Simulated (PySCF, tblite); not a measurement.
# C8H10NP: geometry, infrared bands and NMR shifts

What infrared bands and NMR shifts should C8H10NP (`C=C(C)Pc1ccccn1`) show?

Programs: tblite 0.8.0 and PySCF 2.14.0, with density-fitted response routines of our own. Each step states its level of theory. These are calculated values for one molecule in the gas phase, unless marked as measured. Atoms are numbered from 0 throughout.

### 1 Starting geometry

20 atoms, charge 0, multiplicity 1; geometry from: force field or distance geometry start.

Bonds of the start (Å): C0–C1 1.33, C1–C2 1.49, C1–P3 1.83, P3–C4 1.82, C4–C5 1.39, C5–C6 1.39, C6–C7 1.38, C7–C8 1.38, C8–N9 1.37, N9–C4 1.34, C0–H10 1.08, C0–H11 1.11, C2–H12 1.10, C2–H13 1.11, C2–H14 1.14, P3–H15 1.48, C5–H16 1.08, C6–H17 1.10, C7–H18 1.08, C8–H19 1.09.

### 2 Relaxing the molecule with GFN2-xTB

The job: settings as JSON, then the geometry in Å.

```
{"job": {"kind": "relax", "xc": "GFN2-xTB", "basis": "xTB"}, "charge": 0, "multiplicity": 1}
C     -3.318600    -1.031600    -0.423600
C     -2.271500    -0.225900    -0.612600
C     -2.375900     1.206500    -0.229100
P     -0.746400    -0.960000    -1.300500
C      0.792800    -0.271900    -0.605400
C      1.951700    -1.004500    -0.816700
C      3.169200    -0.535000    -0.330400
C      3.233900     0.654400     0.361700
C      2.057200     1.347200     0.538900
N      0.857300     0.891000     0.062800
H     -3.246200    -2.076700    -0.692700
H     -4.273700    -0.641100    -0.009100
H     -1.823500     1.874200    -0.911200
H     -2.070500     1.406800     0.820300
H     -3.475800     1.517900    -0.235300
H     -0.755400    -2.368600    -0.834000
H      1.898100    -1.936700    -1.352400
H      4.081900    -1.126000    -0.488000
H      4.185500     1.001400     0.737700
H      2.124800     2.289300     1.087400
```

Run with:

```sh
OMP_NUM_THREADS=1 python probes_run.py task.json out
```

The driver reads the jobs from task.json and runs them one after another.

**Question.** This job is followed by: GFN2-xTB harmonic vibrations, gas phase; GIAO PBE0/pcSseg-1 NMR shielding, non-relativistic, gas phase. Predict these results of the whole session: strongest single infrared mode (GFN2-xTB); zero-point energy (GFN2-xTB); ¹³C shifts against TMS (PBE0/pcSseg-1); ¹H shifts against TMS (PBE0/pcSseg-1, means over atoms taken as alike); ³¹P shifts against H3PO4 (PBE0/pcSseg-1); ¹⁵N shifts against NH3 (PBE0/pcSseg-1).

As calculated:

| quantity | value |
| --- | --- |
| strongest single infrared mode (GFN2-xTB) | 2256 cm⁻¹, 150 km/mol |
| zero-point energy (GFN2-xTB) | 96.8 kcal/mol |
| ¹³C shifts against TMS (PBE0/pcSseg-1) | 173.6, 155.0, 154.8, 141.3, 130.1, 125.6, 125.6, 27.1 ppm |
| ¹H shifts against TMS (PBE0/pcSseg-1, means over atoms taken as alike) | 8.83, 7.76, 7.60, 7.18, 5.64, 5.61, 4.78, 2.74 ppm |
| ³¹P shifts against H3PO4 (PBE0/pcSseg-1) | -38.1 ppm |
| ¹⁵N shifts against NH3 (PBE0/pcSseg-1) | 354.8 ppm |

In words: Over 130 steps the energy fell by 0.775 eV; of the close pairs, P3–H15 changed most, 1.484 to 1.400 Å. No mode is imaginary among the 54: a minimum at this level. The strongest single mode, at 2256 cm⁻¹, moves mainly H15. Unscaled tight-binding wavenumbers are off by several per cent, some by more. Its intensities can rank the bands wrongly. At PBE0/pcSseg-1: The widest tensor belongs to N9: span 690 ppm, with a paramagnetic part of -419 ppm. NICS(1)zz of -26 ppm above the planar ring from C4 marks a diatropic (aromatic) ring current.
